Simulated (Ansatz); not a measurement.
**CH4F3NOW: a spread of methods and bases**

How do the results and run time of CH4F3NOW respond when the settings are drawn wide?

Computed with Ansatz 0.2.0, Gaussian basis. Level: the settings change from run to run.

1 further run of the same task is left out (for a known fault of the program).

### Step 1. The molecule

The structure was relaxed beforehand with PBE0-D4 in a triple-zeta def2 set. W takes a core potential in def2 sets; no spin-orbit term is included.

SMILES `C[N]=[W]([OH])([F])([F])[F]`, 11 atoms, charge 0, spin multiplicity 1.

Atoms are counted from 1 here; the program's logs count them from 0.

Bond lengths: C1–N2 1.415 Å, C1–H8 1.093 Å, C1–H9 1.093 Å, C1–H10 1.093 Å, N2–W3 1.706 Å, W3–O4 1.877 Å, W3–F5 1.882 Å, W3–F6 1.877 Å, W3–F7 1.877 Å, O4–H11 0.958 Å. Angles: N2–C1–H8 110.2°, N2–C1–H9 110.1°, N2–C1–H10 110.1°, H8–C1–H9 108.7°, H8–C1–H10 108.7°, H9–C1–H10 108.9°, C1–N2–W3 175.8°, N2–W3–O4 106.4°, N2–W3–F5 107.4°, N2–W3–F6 102.7°, N2–W3–F7 102.8°, O4–W3–F5 146.1°, O4–W3–F6 88.9°, O4–W3–F7 88.9°, F5–W3–F6 83.7°, F5–W3–F7 83.7°, F6–W3–F7 154.0°, W3–O4–H11 129.7°.

### Step 2. B97/def2-mTZVPP

This run has atoms shaken by 0.08 Å, high accuracy, the search for lower states set to light.

in.yaml

```yaml
crystal:
  periodic: [false, false, false]
  atoms:
    - {symbol: C, position_ang: [0.774837, -0.819888, 1.469954]}
    - {symbol: N, position_ang: [0.307776, -0.132166, 0.589369]}
    - {symbol: W, position_ang: [-0.236808, 0.802657, -0.874487]}
    - {symbol: O, position_ang: [-1.513072, -0.420836, -1.995038]}
    - {symbol: F, position_ang: [0.295900, 2.448416, -0.685369]}
    - {symbol: F, position_ang: [-1.803365, 1.636909, -0.172002]}
    - {symbol: F, position_ang: [1.200982, 0.421912, -2.140672]}
    - {symbol: H, position_ang: [0.418174, -1.736604, 1.623131]}
    - {symbol: H, position_ang: [0.419353, -0.238903, 2.393344]}
    - {symbol: H, position_ang: [1.899628, -0.658635, 1.558396]}
    - {symbol: H, position_ang: [-1.756833, -1.420070, -1.659321]}
basis:
  gaussian: {orbitals: def2-mTZVPP}
hamiltonian: {xc: {name: B97}}
accuracy: high
scf: {lower_state_search: light}
```

On the command line:

```bash
> ansatz run in.yaml --threads 4 --pin off --events-out ev --progress --plain --max-ram 11315MiB
```

What it wrote:

```text
Functional definition: B97
  name "B97"
  cite "Becke, J. Chem. Phys. 107, 8554 (1997) doi:10.1063/1.475007"
  parameter cx = 0.1943
  parameter cx0 = 0.8094
  parameter cx1 = 0.5073
  parameter cx2 = 0.7481
  parameter css0 = 0.1737
  parameter css1 = 2.3487
  parameter css2 = -2.4868
  parameter cos0 = 0.9454
  parameter cos1 = 0.7471
  parameter cos2 = -4.5961
  exchange = spin_sum(e_x_unif_s*poly(b97_u_x, cx0, cx1, cx2)) + cx*exact_x
  correlation = spin_sum(e_c_pw_same_spin*poly(b97_u_same, css0, css1, css2))
      + integral(e_c_pw_opposite_spin*poly(b97_u_opposite, cos0, cos1, cos2))
4020 factors; integrals over basis functions are off by at most 2.6e-8 eV
mean field evaluation 1: about -14590.3150 eV, gradient 1.2e2 eV
mean field evaluation 2: about -14293.0198 eV, gradient 3.7e2 eV
mean field evaluation 4: about -14613.1422 eV, gradient 5.7e1 eV
mean field evaluation 8: about -14618.9597 eV, gradient 9.9e-1 eV
mean field evaluation 16: about -14619.1761 eV, gradient 3.5e-3 eV
mean field -14619.17610318 eV, -537.2448125582 hartree, gradient 5.9e-8 eV, S^2 0.000000; 0 other end points of the search recorded, 0 dependent functions left out
reference -14619.17610594 eV, -537.2448126600 hartree; 33, 33 occupied and 162, 162 virtual orbitals, 4020 factors
Total energy: -14619.17610594 eV, -537.2448126600 hartree
```

It took 9 s on 4 threads of AMD EPYC 9R45, shared host; peak memory 1.6 GiB.

### Step 3. wB97/def2-TZVP

Set apart from the defaults: the search for lower states set to off.

in.yaml

```yaml
crystal:
  periodic: [false, false, false]
  atoms:
    - {symbol: C, position_ang: [0.790555, -0.739551, 1.594422]}
    - {symbol: N, position_ang: [0.263697, -0.111379, 0.440876]}
    - {symbol: W, position_ang: [-0.309598, 0.748902, -0.916192]}
    - {symbol: O, position_ang: [-1.429478, -0.427977, -1.857277]}
    - {symbol: F, position_ang: [0.438764, 2.474766, -0.847734]}
    - {symbol: F, position_ang: [-1.836950, 1.608971, -0.243874]}
    - {symbol: F, position_ang: [1.028671, 0.443435, -2.196702]}
    - {symbol: H, position_ang: [0.460349, -1.780943, 1.641143]}
    - {symbol: H, position_ang: [0.448065, -0.221803, 2.494466]}
    - {symbol: H, position_ang: [1.883364, -0.718901, 1.568267]}
    - {symbol: H, position_ang: [-1.671841, -1.332521, -1.656794]}
basis:
  gaussian: {orbitals: def2-TZVP}
hamiltonian: {xc: {name: wB97}}
scf: {lower_state_search: off}
output: {forces: true}
```

The command is unchanged.

What it wrote (excerpt; [...] marks lines left out):

```text
Functional definition: wB97
  name "wB97"
  cite "Chai & Head-Gordon, J. Chem. Phys. 128, 084106 (2008) doi:10.1063/1.2834918"
  cite "Becke, J. Chem. Phys. 107, 8554 (1997) doi:10.1063/1.475007"
[...]
  # The coefficients of nought are those of the uniform gas.
[...]
      + integral(e_c_pw_opposite_spin*poly(b97_u_opposite, 1, cos1, cos2, cos3, cos4))
[...]
1454 factors; their error is unknown
436 factors; integrals over basis functions are off by at most 1.3e-5 eV
[...]
mean field -14625.43596928 eV, -537.4748583944 hartree, gradient 5.2e-6 eV, S^2 0.000000; 0 other end points of the search recorded, 0 dependent functions left out
[...]
reference -14625.43595727 eV, -537.4748579532 hartree; 33, 33 occupied and 217, 217 virtual orbitals, 1454 factors
Total energy: -14625.43595727 eV, -537.4748579532 hartree
[...]
Atom 2 at    -0.309598     0.748902    -0.916192 Å, force     0.319001    -0.598907     0.826373 eV/Å
Atom 3 at    -1.429478    -0.427977    -1.857277 Å, force    -0.090562    -0.087662    -0.080829 eV/Å
Atom 4 at     0.438764     2.474766    -0.847734 Å, force     0.079651     0.233650    -0.022815 eV/Å
Atom 5 at    -1.836950     1.608971    -0.243874 Å, force    -0.214388     0.133757     0.046756 eV/Å
Atom 6 at     1.028671     0.443435    -2.196702 Å, force     0.154144    -0.016238    -0.204284 eV/Å
Atom 7 at     0.460349    -1.780943     1.641143 Å, force    -0.000874     0.010968    -0.007444 eV/Å
Atom 8 at     0.448065    -0.221803     2.494466 Å, force     0.000049     0.000458    -0.012844 eV/Å
Atom 9 at     1.883364    -0.718901     1.568267 Å, force    -0.010498     0.003947    -0.005952 eV/Å
Atom 10 at    -1.671841    -1.332521    -1.656794 Å, force    -0.033041    -0.013876    -0.040081 eV/Å
Dipole moment:     0.005954    -0.870226     0.534346 e Å
Checks for a lower state left out: stability, starts, cluster_reference, orbital_swaps, neighbouring_geometries, increment
```

It took 2.4 s on 4 threads of AMD EPYC 9R45, shared host; peak memory 0.48 GiB.

Largest force 1.158 eV/Å, dipole 4.91 D.

### Step 4. CAM-B3LYP/def2-SVPD

This run has multiplicity 3, D3(BJ) dispersion, relativity set to scalar.

in.yaml, as its differences from that of step 3:

```diff
@@ -15,5 +15,5 @@
 basis:
-  gaussian: {orbitals: def2-TZVP}
-hamiltonian: {xc: {name: wB97}}
-scf: {lower_state_search: off}
+  gaussian: {orbitals: def2-SVPD}
+magnetization: {spin_polarized: true, initial_magnetization: 2}
+hamiltonian: {xc: {name: CAM-B3LYP}, dispersion: d3bj, pseudopotentials: {relativity: scalar}}
 output: {forces: true}
```

Same command.

What it wrote (excerpt; [...] marks lines left out):

```text
Functional definition: CAM-B3LYP
  name "CAM-B3LYP"
  cite "Yanai, Tew & Handy, Chem. Phys. Lett. 393, 51 (2004) doi:10.1016/j.cplett.2004.06.011"
  cite "Iikura, Tsuneda, Yanai & Hirao, J. Chem. Phys. 115, 3540 (2001) doi:10.1063/1.1383587"
  cite "Becke, Phys. Rev. A 38, 3098 (1988) doi:10.1103/PhysRevA.38.3098"
  cite "Lee, Yang & Parr, Phys. Rev. B 37, 785 (1988) doi:10.1103/PhysRevB.37.785"
  cite "Vosko, Wilk & Nusair, Can. J. Phys. 58, 1200 (1980) doi:10.1139/p80-159"
[...]
  # Exact exchange under (alpha + beta erf(omega r))/r, Becke's under what is left of 1/r.
[...]
1696 factors; their error is unknown
597 factors; integrals over basis functions are off by at most 2.4e-5 eV
[...]
mean field -14612.46422233 eV, -536.9981554868 hartree, gradient 7.2e-6 eV, S^2 2.006099; 6 other end points of the search recorded, 0 dependent functions left out
[...]
Atom 1 at     0.263697    -0.111379     0.440876 Å, force     2.845434    -3.949408     6.597441 eV/Å
Atom 2 at    -0.309598     0.748902    -0.916192 Å, force    -1.344083     3.726074    -4.182095 eV/Å
Atom 3 at    -1.429478    -0.427977    -1.857277 Å, force    -1.131364    -1.119266    -1.021690 eV/Å
Atom 4 at     0.438764     2.474766    -0.847734 Å, force     0.367860     1.323240    -0.248288 eV/Å
Atom 5 at    -1.836950     1.608971    -0.243874 Å, force    -0.887484     0.296858     0.352798 eV/Å
Atom 6 at     1.028671     0.443435    -2.196702 Å, force     0.645385    -0.327676    -0.693041 eV/Å
Atom 7 at     0.460349    -1.780943     1.641143 Å, force    -0.048615    -0.177811     0.072337 eV/Å
Atom 8 at     0.448065    -0.221803     2.494466 Å, force     0.005517     0.405462     0.206393 eV/Å
Atom 9 at     1.883364    -0.718901     1.568267 Å, force     0.339008     0.297805     0.011762 eV/Å
Atom 10 at    -1.671841    -1.332521    -1.656794 Å, force    -0.159171    -0.025467    -0.198225 eV/Å
Dipole moment:     0.280074    -1.093945     1.076782 e Å
```

Run time: 12 s. Hardware: 4 threads of AMD EPYC 9R45, shared host; peak memory 1.5 GiB.

Largest force 8.199 eV/Å, dipole 7.49 D, ⟨S²⟩ 2.006.

### Step 5. RPBE/x2c-TZVPPall

Options: a point charge of 0.50 e beside it, D4 dispersion, high accuracy.

in.yaml, as its differences from that of step 4:

```diff
@@ -15,5 +15,5 @@
 basis:
-  gaussian: {orbitals: def2-SVPD}
-magnetization: {spin_polarized: true, initial_magnetization: 2}
-hamiltonian: {xc: {name: CAM-B3LYP}, dispersion: d3bj, pseudopotentials: {relativity: scalar}}
+  gaussian: {orbitals: x2c-TZVPPall, point_charges: [{charge: 0.50, position_ang: [6.322, -0.437, -0.769]}]}
+hamiltonian: {xc: {name: RPBE}, dispersion: d4}
+accuracy: high
 output: {forces: true}
```

Same command.

What it wrote (excerpt; [...] marks lines left out):

```text
Functional definition: RPBE
  name "RPBE"
  cite "Hammer, Hansen & Nørskov, Phys. Rev. B 59, 7413 (1999) doi:10.1103/PhysRevB.59.7413"
  cite "Perdew, Burke & Ernzerhof, Phys. Rev. Lett. 77, 3865 (1996) doi:10.1103/PhysRevLett.77.3865"
[...]
5839 factors; integrals over basis functions are off by at most 1.5e-7 eV
[...]
mean field -452172.42743427 eV, -16617.0302147299 hartree, gradient 4.2e-8 eV, S^2 0.000000; 0 other end points of the search recorded, 0 dependent functions left out
[...]
reference -452172.42744072 eV, -16617.0302149669 hartree; 63, 63 occupied and 276, 276 virtual orbitals, 5839 factors
Total energy: -452173.26835122 eV, -16617.0611178578 hartree
Relativity: scalar
Atom 0 at     0.790555    -0.739551     1.594422 Å, force    -0.032454    -0.030351     0.076790 eV/Å
Atom 1 at     0.263697    -0.111379     0.440876 Å, force     0.221992    -0.311564     0.401509 eV/Å
Atom 2 at    -0.309598     0.748902    -0.916192 Å, force    -0.512504     0.127723    -0.111536 eV/Å
Atom 3 at    -1.429478    -0.427977    -1.857277 Å, force    -0.191049     0.103895    -0.429198 eV/Å
Atom 4 at     0.438764     2.474766    -0.847734 Å, force     0.309728     0.595805     0.001737 eV/Å
Atom 5 at    -1.836950     1.608971    -0.243874 Å, force    -0.438585     0.240642     0.181580 eV/Å
Atom 6 at     1.028671     0.443435    -2.196702 Å, force     0.610658    -0.138319    -0.546227 eV/Å
Atom 7 at     0.460349    -1.780943     1.641143 Å, force    -0.063927    -0.254896     0.047055 eV/Å
Atom 8 at     0.448065    -0.221803     2.494466 Å, force    -0.056588     0.093636     0.241791 eV/Å
Atom 9 at     1.883364    -0.718901     1.568267 Å, force     0.281828    -0.013843     0.043899 eV/Å
Atom 10 at    -1.671841    -1.332521    -1.656794 Å, force    -0.122179    -0.431121     0.117708 eV/Å
Dipole moment:    -0.100406    -0.816105     0.499466 e Å
```

Run time: 17 s. Hardware: 4 threads of AMD EPYC 9R45, shared host; peak memory 3.4 GiB.

Largest force 0.831 eV/Å, dipole 4.62 D.

### Step 6. r2SCAN0/x2c-TZVPPall

This run has charge +1, multiplicity 2, restricted open-shell orbitals, atoms shaken by 0.08 Å, a grid of angular degree 23, D4 dispersion, high accuracy.

in.yaml

```yaml
crystal:
  periodic: [false, false, false]
  atoms:
    - {symbol: C, position_ang: [0.818345, -0.608765, 1.592150]}
    - {symbol: N, position_ang: [0.387439, -0.091420, 0.592972]}
    - {symbol: W, position_ang: [-0.345250, 0.737483, -0.917182]}
    - {symbol: O, position_ang: [-1.434282, -0.439724, -1.873077]}
    - {symbol: F, position_ang: [0.285797, 2.429828, -0.772359]}
    - {symbol: F, position_ang: [-1.778332, 1.778233, -0.186603]}
    - {symbol: F, position_ang: [1.070238, 0.470713, -2.064866]}
    - {symbol: H, position_ang: [0.460591, -1.756085, 1.581463]}
    - {symbol: H, position_ang: [0.409224, -0.208600, 2.452064]}
    - {symbol: H, position_ang: [1.753256, -0.764511, 1.613074]}
    - {symbol: H, position_ang: [-1.579525, -1.229560, -1.608717]}
basis:
  gaussian: {orbitals: x2c-TZVPPall, final_grid: {core_spheres: 8, valence_spheres: 7, degree: 23}}
total_charge: 1
magnetization: {spin_polarized: false, initial_magnetization: 1}
hamiltonian: {xc: {name: r2SCAN0}, dispersion: d4}
accuracy: high
output: {forces: true}
```

Launched as before.

What it wrote (excerpt; [...] marks lines left out):

```text
Functional definition: r2SCAN0
  name "r2SCAN0"
  cite "Bursch, Neugebauer, Ehlert & Grimme, J. Chem. Phys. 156, 134105 (2022) doi:10.1063/5.0086040"
  cite "Furness, Kaplan, Ning, Perdew & Sun, J. Phys. Chem. Lett. 11, 8208 (2020) doi:10.1021/acs.jpclett.0c02405"
  cite "Furness, Kaplan, Ning, Perdew & Sun, J. Phys. Chem. Lett. 11, 9248 (2020) doi:10.1021/acs.jpclett.0c03077"
  parent r2scan
[...]
5836 factors; integrals over basis functions are off by at most 1.8e-7 eV
[...]
mean field -452132.16491996 eV, -16615.5505946199 hartree, gradient 9.2e-8 eV, S^2 0.750000; 2 other end points of the search recorded, 0 dependent functions left out
[...]
reference -452132.16492603 eV, -16615.5505948431 hartree; 63, 62 occupied and 276, 277 virtual orbitals, 5836 factors
Total energy: -452132.23150675 eV, -16615.5530416394 hartree
Relativity: scalar
[...]
Atom 1 at     0.387439    -0.091420     0.592972 Å, force    -5.344165     5.379135   -11.421225 eV/Å
Atom 2 at    -0.345250     0.737483    -0.917182 Å, force    -0.195438     0.025349     2.613415 eV/Å
Atom 3 at    -1.434282    -0.439724    -1.873077 Å, force     2.786140     9.910122    -1.323221 eV/Å
Atom 4 at     0.285797     2.429828    -0.772359 Å, force     0.810933    -0.226099    -0.749630 eV/Å
Atom 5 at    -1.778332     1.778233    -0.186603 Å, force     0.920288    -2.242243    -0.980252 eV/Å
Atom 6 at     1.070238     0.470713    -2.064866 Å, force    -0.830291     0.260260     0.321234 eV/Å
Atom 7 at     0.460591    -1.756085     1.581463 Å, force     0.134836     1.257139     0.188735 eV/Å
Atom 8 at     0.409224    -0.208600     2.452064 Å, force    -0.893457     0.530650     2.491660 eV/Å
Atom 9 at     1.753256    -0.764511     1.613074 Å, force     7.552481    -1.072966     0.351930 eV/Å
Atom 10 at    -1.579525    -1.229560    -1.608717 Å, force    -1.970714    -8.789206     2.408408 eV/Å
Dipole moment:     0.330063    -1.397925     1.080493 e Å
```

Wall time 43 s (4 threads of AMD EPYC 9R45, shared host); peak memory 4.7 GiB.

Largest force 13.709 eV/Å.

### Step 7. PBE/x2c-TZVPPall

Options: atoms shaken by 0.15 Å, D4 dispersion.

in.yaml

```yaml
crystal:
  periodic: [false, false, false]
  atoms:
    - {symbol: C, position_ang: [0.937291, -1.048751, 1.498142]}
    - {symbol: N, position_ang: [0.302502, 0.032999, 0.575642]}
    - {symbol: W, position_ang: [-0.245541, 0.780032, -1.033425]}
    - {symbol: O, position_ang: [-1.137701, -0.419842, -2.047031]}
    - {symbol: F, position_ang: [0.558738, 2.553733, -0.257679]}
    - {symbol: F, position_ang: [-2.119645, 1.744613, 0.129749]}
    - {symbol: F, position_ang: [1.298097, 0.414096, -2.186733]}
    - {symbol: H, position_ang: [0.453214, -1.816593, 1.677342]}
    - {symbol: H, position_ang: [0.401794, -0.111623, 2.498899]}
    - {symbol: H, position_ang: [1.719120, -0.882623, 1.674085]}
    - {symbol: H, position_ang: [-1.684630, -1.454838, -1.933681]}
basis:
  gaussian: {orbitals: x2c-TZVPPall}
hamiltonian: {xc: {name: PBE}, dispersion: d4}
```

Same command.

What it wrote:

```text
Functional definition: PBE
  name "PBE"
  cite "Perdew, Burke & Ernzerhof, Phys. Rev. Lett. 77, 3865 (1996) doi:10.1103/PhysRevLett.77.3865"
  parent pbe
  parameter kappa = 0.804
  parameter beta = 0.06672455060314922
  exchange = pbe_x(kappa = kappa, mu = beta*pi^2/3)
  correlation = pbe_c(beta = beta)
1981 factors; their error is unknown
mean field evaluation 1: about -452096.5902 eV, gradient 1.5e2 eV
mean field evaluation 2: about -451430.1926 eV, gradient 5.3e2 eV
mean field evaluation 4: about -451919.0818 eV, gradient 2.6e2 eV
mean field evaluation 8: about -452136.0191 eV, gradient 3.2e-1 eV
mean field -452136.01920912 eV, -16615.6922371340 hartree, gradient 2.0e-5 eV, S^2 0.000000; 0 other end points of the search recorded, 0 dependent functions left out
reference -452136.01928584 eV, -16615.6922399533 hartree; 63, 63 occupied and 276, 276 virtual orbitals, 1981 factors
Total energy: -452136.26855299 eV, -16615.7014003522 hartree
Relativity: scalar
```

Run time: 2.2 s. Hardware: 4 threads of AMD EPYC 9R45, shared host; peak memory 0.72 GiB.

### Step 8. PBE0-DH/def2-mTZVPP

Set apart from the defaults: atoms shaken by 0.08 Å, a grid of angular degree 47.

in.yaml

```yaml
crystal:
  periodic: [false, false, false]
  atoms:
    - {symbol: C, position_ang: [0.805239, -0.739580, 1.551854]}
    - {symbol: N, position_ang: [0.395788, -0.151103, 0.501200]}
    - {symbol: W, position_ang: [-0.226546, 0.691200, -0.990314]}
    - {symbol: O, position_ang: [-1.489795, -0.412058, -2.008371]}
    - {symbol: F, position_ang: [0.467770, 2.475044, -0.813716]}
    - {symbol: F, position_ang: [-1.874399, 1.677140, -0.380603]}
    - {symbol: F, position_ang: [1.096265, 0.573649, -2.086088]}
    - {symbol: H, position_ang: [0.401026, -1.632592, 1.606137]}
    - {symbol: H, position_ang: [0.517164, -0.102743, 2.553751]}
    - {symbol: H, position_ang: [1.799041, -0.821904, 1.657979]}
    - {symbol: H, position_ang: [-1.649919, -1.238965, -1.691430]}
basis:
  gaussian: {orbitals: def2-mTZVPP, final_grid: {core_spheres: 20, valence_spheres: 16, degree: 47}}
hamiltonian: {xc: {name: PBE0-DH}}
```

The command is unchanged.

What it wrote (excerpt; [...] marks lines left out):

```text
Functional definition: PBE0-DH
  name "PBE0-DH"
  cite "Brémond & Adamo, J. Chem. Phys. 135, 024106 (2011) doi:10.1063/1.3604569"
  cite "Perdew, Burke & Ernzerhof, Phys. Rev. Lett. 77, 3865 (1996) doi:10.1103/PhysRevLett.77.3865"
[...]
1835 factors; integrals over basis functions are off by at most 1.2e-3 eV
[...]
mean field -14600.90389904 eV, -536.5733214416 hartree, gradient 4.7e-6 eV, S^2 0.000000; 2 other end points of the search recorded, 0 dependent functions left out
6 core orbitals not correlated: weight in the atoms' cores, before any rotation towards them, 1.000 or more for the frozen orbitals, at most 0.000 for the correlated occupied ones
reference -14600.90391823 eV, -536.5733221469 hartree; 27, 27 occupied and 162, 162 virtual orbitals, 1835 factors
second order -54.65820292 eV of doubles, -0.00000000 eV of singles
Total energy: -14607.73619360 eV, -536.8244036355 hartree
```

Run time: 4.2 s. Hardware: 4 threads of AMD EPYC 9R45, shared host; peak memory 0.72 GiB.

### Step 9. The runs in one table

```csv
level,charge,multiplicity,geometry,functions,energy (eV),time
B97/def2-mTZVPP,0,1,shaken,195,-14619.176,9 s
wB97/def2-TZVP,0,1,relaxed,250,-14625.436,2.4 s
CAM-B3LYP/def2-SVPD,0,3,relaxed,199,-14612.671,12 s
RPBE/x2c-TZVPPall,0,1,"relaxed, point charge",339,-452173.268,17 s
r2SCAN0/x2c-TZVPPall,1,2,shaken,339,-452132.232,43 s
PBE/x2c-TZVPPall,0,1,shaken,339,-452136.269,2.2 s
PBE0-DH/def2-mTZVPP,0,1,shaken,195,-14607.736,4.2 s
```

### Step 10. Outcome

| quantity | value |
| --- | --- |
| runs | 7 |
| quickest | PBE/x2c-TZVPPall, 2.2 s |
| slowest | r2SCAN0/x2c-TZVPPall, 43 s |

In words: The runs differ in state or geometry as well as level, so their energies can't be set against each other. r2SCAN0/x2c-TZVPPall took 19 times as long as PBE/x2c-TZVPPall. The jobs differ in tasks and options as well as level. At the PBE0-D4/def2-TZVP geometry and in the same state, runs without warnings or point charges leave forces up to 1.16 eV/Å (wB97/def2-TZVP).
